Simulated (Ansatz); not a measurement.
# GeBH4 radical: single points off equilibrium

An exercise on one series of results from a longer session: the logs are not shown, and one member is left open.

The runs use Ansatz 0.2.0, Gaussian basis; single points in def2-TZVPP.

Correlated methods freeze the cores. Filled d shells of the heavier atoms are correlated. Orbitals are unrestricted.

### The system as given

SMILES `[BH][GeH3]`, 6 atoms, charge 0, spin multiplicity 2.

Atoms are counted from 1 here; the program's logs count them from 0.

Bond lengths: B1–Ge2 1.803 Å, B1–H3 1.411 Å, Ge2–H4 1.544 Å, Ge2–H5 1.762 Å, Ge2–H6 1.605 Å. Angles: Ge2–B1–H3 127.6°, B1–Ge2–H4 118.8°, B1–Ge2–H5 117.6°, B1–Ge2–H6 111.7°, H4–Ge2–H5 102.1°, H4–Ge2–H6 109.4°, H5–Ge2–H6 94.2°.

As a file:

```
B     0.5988   -0.8950    0.9271
Ge   -0.3300    0.2777   -0.0800
H     1.2921   -2.0437    0.4902
H    -1.5058   -0.2424   -0.9346
H     0.5717    1.2461   -1.2439
H    -0.8135    1.5442    0.7784
```

Set-up of the first run:

File run/in.yaml:

```yaml
crystal:
  periodic: [false, false, false]
  atoms:
    - {symbol: B, position_ang: [0.598800, -0.895000, 0.927100]}
    - {symbol: Ge, position_ang: [-0.330000, 0.277700, -0.080000]}
    - {symbol: H, position_ang: [1.292100, -2.043700, 0.490200]}
    - {symbol: H, position_ang: [-1.505800, -0.242400, -0.934600]}
    - {symbol: H, position_ang: [0.571700, 1.246100, -1.243900]}
    - {symbol: H, position_ang: [-0.813500, 1.544200, 0.778400]}
basis:
  gaussian: {orbitals: def2-TZVPP}
magnetization: {spin_polarized: true, initial_magnetization: 1}
correlation: {method: ccsd_t}
scf: {omitted_lower_state_checks: [cluster_reference]}
output: {forces: true}
```

No record of the launch command was kept for these runs.

Steps of the session up to this table: CCSD(T)/def2-TZVPP; PBE0-D4/def2-TZVPP; wB97M-V/def2-TZVPP; r2SCAN-D4/def2-TZVPP; PBE-D4/def2-TZVPP; LC-wPBE/def2-TZVPP; r2SCANh-D4/def2-TZVPP.

One table of the session follows, with a row left open; its other results are not shown here.

```
    method  RMS force component (eV/Å)  angle to CCSD(T) forces (°)  dipole (D)
   CCSD(T)                       2.722                    reference        0.62
   PBE0-D4                       2.602                          1.3        0.59
   wB97M-V                       2.682                          1.6        0.66
 r2SCAN-D4                       2.536                          1.9        0.53
    PBE-D4                       2.422                          2.4        0.54
   LC-wPBE                           ?                            ?           ?
r2SCANh-D4                       2.588                          1.8        0.56
```

Q: Estimate the row for LC-wPBE from the others.

**Answer.** RMS force component (eV/Å): 2.741; angle to CCSD(T) forces (°): 2.4; dipole (D): 0.69. In the column «RMS force component (eV/Å)» it is the highest.
